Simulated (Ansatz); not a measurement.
# Ba2C (element-swapped structure): how the settings move a single-point run

Question: which choices in the input matter for Ba2C (element-swapped structure)?

Computed with Ansatz 0.2.0 (reference: DFT PBE, plane waves, PAW, scalar-relativistic, no spin polarisation, unless a step's input says otherwise).

## (1) The starting structure

The structure is tetragonal, space group I4/mmm (No. 139). The conventional cell has a = 4.869 Å, b = 4.869 Å, c = 16.477 Å, α = 90.00°, β = 90.00°, γ = 90.00°. Around Ba (site symmetry mmm) lie 4 C at 3.31 Å and 8 Ba at 3.44 to 3.77 Å. Around Ba (site symmetry 4mm) lie 5 C at 3.11 to 3.50 Å. C (site symmetry 4mm) is surrounded by 9 Ba at 3.11 to 3.50 Å.

Structure file:

```
Ba C
1.0
     0.00000    4.86902    0.00000
     4.86902    0.00000    0.00000
     2.43451    2.43451   -8.23843
Ba C
4 2
Cartesian
  0.0000 2.4345 0.0000
  2.4345 0.0000 0.0000
  2.4345 2.4345 -2.8835
  4.8690 4.8690 -5.3550
  2.4345 2.4345 -5.9976
  4.8690 4.8690 -2.2409
```

## (2) Baseline

The input, input.yaml:

```yaml
crystal:
  lattice:
    - [0.0, 4.869025, 0.0]
    - [4.869025, 0.0, 0.0]
    - [2.434513, 2.434513, -8.238429]
  atoms:
    - { symbol: Ba, position: [0.5, 0.0, 0.0] }
    - { symbol: Ba, position: [0.0, 0.5, 0.0] }
    - { symbol: Ba, position: [0.325, 0.325, 0.35] }
    - { symbol: Ba, position: [0.675, 0.675, 0.65] }
    - { symbol: C, position: [0.136, 0.136, 0.728] }
    - { symbol: C, position: [0.864, 0.864, 0.272] }
  symmetry: { tolerance: 0.0003 }
kpoints:
  mp_grid: { grid: [4, 4, 4], shift: [0, 0, 0] }
magnetization:
  spin_polarized: false
scf:
  occupations: { method: gaussian, width: 0.0102 }
hamiltonian:
  pseudopotentials: { kind: paw }
  xc: pbe
basis:
  ecutwfc: 420
output:
  forces: true
  stress: true
  eigenvalues: true
```

Launch:

```console
ansatz run input.yaml --threads 1 --pin off --max-ram 2560MiB --backend cpu --events-out ev --progress --plain --runs-dir out
```

## (3) Variant: chi_scale 0.1, n_extra_bands 2

Edit input.yaml of step 2 so:

```diff
@@ -19,2 +19,4 @@
   occupations: { method: gaussian, width: 0.0102 }
+  initial_density: { chi_scale: 0.1 }
+  n_extra_bands: 2
 hamiltonian:
@@ -28 +30,5 @@
   eigenvalues: true
+  write_density: true
+  write_potential: true
+  elf: true
+  volumetric_format: npy
```

## (4) Changed: starting moments, spin_polarized true

The input, input.yaml:

```yaml
crystal:
  lattice:
    - [0.0, 4.869025, 0.0]
    - [4.869025, 0.0, 0.0]
    - [2.434513, 2.434513, -8.238429]
  atoms:
    - { symbol: Ba, position: [0.5, 0.0, 0.0], spin: 2.0 }
    - { symbol: Ba, position: [0.0, 0.5, 0.0], spin: 1.0 }
    - { symbol: Ba, position: [0.325, 0.325, 0.35], spin: 1.0 }
    - { symbol: Ba, position: [0.675, 0.675, 0.65], spin: 2.0 }
    - { symbol: C, position: [0.136, 0.136, 0.728], spin: 2.0 }
    - { symbol: C, position: [0.864, 0.864, 0.272], spin: 1.0 }
  symmetry: { tolerance: 0.0003 }
kpoints:
  mp_grid: { grid: [4, 4, 4], shift: [0, 0, 0] }
magnetization:
  spin_polarized: true
scf:
  occupations: { method: gaussian, width: 0.0102 }
hamiltonian:
  pseudopotentials: { kind: paw }
  xc: pbe
basis:
  ecutwfc: 420
output:
  forces: true
  stress: true
  eigenvalues: true
```

## (5) Changing settings: dr2_threshold 1.0e-05, ecutwfc 22.0 Ry

Edit input.yaml of step 2 so:

```diff
@@ -19,2 +19,3 @@
   occupations: { method: gaussian, width: 0.0102 }
+  convergence: { dr2_threshold: 1.0e-05 }
 hamiltonian:
@@ -23,3 +24,3 @@
 basis:
-  ecutwfc: 420
+  ecutwfc: "22.0 Ry"
 output:
```

## (6) A further run, with the input changed

Edit input.yaml of step 2 so:

```diff
@@ -19,2 +19,4 @@
   occupations: { method: gaussian, width: 0.0102 }
+  mixing: { algorithm: broyden, beta: 1.0, ndim: 1, preconditioner: none }
+  max_iter: 100
 hamiltonian:
```

(Steps that only read results are left out.)

**Question.** What will these runs give? Wanted: for each run, ending; energy change; pressure; gap; abs. moment; force.

The runs gave:

```tsv
run	ending	energy change	pressure (GPa)	gap (eV)	abs. moment (μB)	force (eV/Å)	cycles	time
reference	converged	0	-3.1	0.00	0.00	1.53	7	5.6 s
1: chi_scale 0.1, n_extra_bands 2	converged	0.0 meV/atom	-3.1	0.00	0.00	1.53	10	8.1 s
2: starting moments, spin_polarized true	converged	-1.5 meV/atom	-2.9	-	0.85	1.53	33	70 s
3: dr2_threshold 1.0e-05, ecutwfc 22.0 Ry	converged	+46.0 meV/atom	-3.0	0.00	0.00	1.53	6	3.9 s
4: mixing.algorithm broyden, mixing.beta 1.0, mixing.ndim 1, preconditioner none	converged	0.0 meV/atom	-3.1	0.00	0.00	1.53	51	5.6 min
```

Times don't compare one to one where runs were asked for different outputs or read a saved state (see the inputs); cycles may leave out searches for a lower state.

Residual by cycle in the longest SCF loop of each run; runs are numbered as in the table. The quantity is the density residual dr2, in eV.

```tsv
cycle	reference	run 1	run 2	run 3	run 4
1	0.0575	25.8	23.2	0.0265	0.0575
6	3.6e-7	0.0128	0.329	2.8e-6	17.8
10	-	8.0e-8	0.0457	-	60.1
15	-	-	5.9e-4	-	92.6
19	-	-	0.00102	-	4.9e3
24	-	-	4.6e-5	-	5.3e3
28	-	-	1.7e-5	-	9.4e3
33	-	-	2.8e-10	-	5.3e3
37	-	-	-	-	9.2e3
42	-	-	-	-	58.7
46	-	-	-	-	6.7e-4
51	-	-	-	-	2.3e-9
```

What this shows: Of the converged runs whose energies compare with the reference's, «dr2_threshold 1.0e-05, ecutwfc 22.0 Ry» moves the energy most (+46.0 meV/atom). Run 3 ran under the cutoff that the potentials recommend, as the log warns, so basis error is mixed into its values.

The reference has limits of its own: its mesh is coarse for a cell with so small a gap or none; the cell is far from equilibrium (-3 GPa, forces up to 1.5 eV/Å), so its values aren't those of the relaxed material; the structure is made up and not relaxed.
